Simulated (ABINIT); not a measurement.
Crystal: MoW.

```
W Mo
1.0
     1.57928   -2.23430    0.00000
     1.57928    2.23430    0.00000
     0.00000    0.00000    4.48659
W Mo
1 1
Direct
  0.50000 0.50000 0.50000
  0.00000 0.00000 0.00000
```

The cell comes from a database or a generator and needn't be the stable form of this composition.

```yaml
Program: ABINIT 10.8.3 (patched build)
Task: relaxation of cell and atoms
Functional: PBEsol
Potentials_or_basis: JTH PAW PBE v2.0
Cutoff: 435 eV
k_mesh: 10 × 10 × 6
Occupations: fermi-dirac, width 0.05 eV
Spin: no spin polarisation
```

At the start: pressure -5.0 GPa; volume 15.83 Å³/atom.

Task: How do energy, volume and symmetry change on relaxing?

Result: Over 5 steps the energy falls by 4.5 meV/atom and the volume is 15.56 Å³/atom (-1.7 %); space group Cmmm (No. 65, to 0.05 Å).

The path:
| step | energy change (eV) | largest force (eV/Å) | pressure (GPa) | volume (Å³) |
| --- | --- | --- | --- | --- |
| 1 | 0.0000 | 0.0000 | -4.96 | 31.66 |
| 2 | -0.0086 | 0.0000 | -0.56 | 31.19 |
| 3 | -0.0088 | 0.0000 | 0.07 | 31.12 |
| 4 | -0.0089 | 0.0000 | 0.14 | 31.11 |
| 5 | -0.0089 | 0.0000 | 0.05 | 31.12 |

Final structure:
```
W Mo
1.0
     1.57464   -2.22247    0.00000
     1.57464    2.22247    0.00000
     0.00000    0.00000    4.44663
W Mo
1 1
Direct
  0.50000 0.50000 0.50000
  0.00000 0.00000 0.00000
```

Caveat: the PAW data sets were made with another functional, which shifts forces and pressure a little.
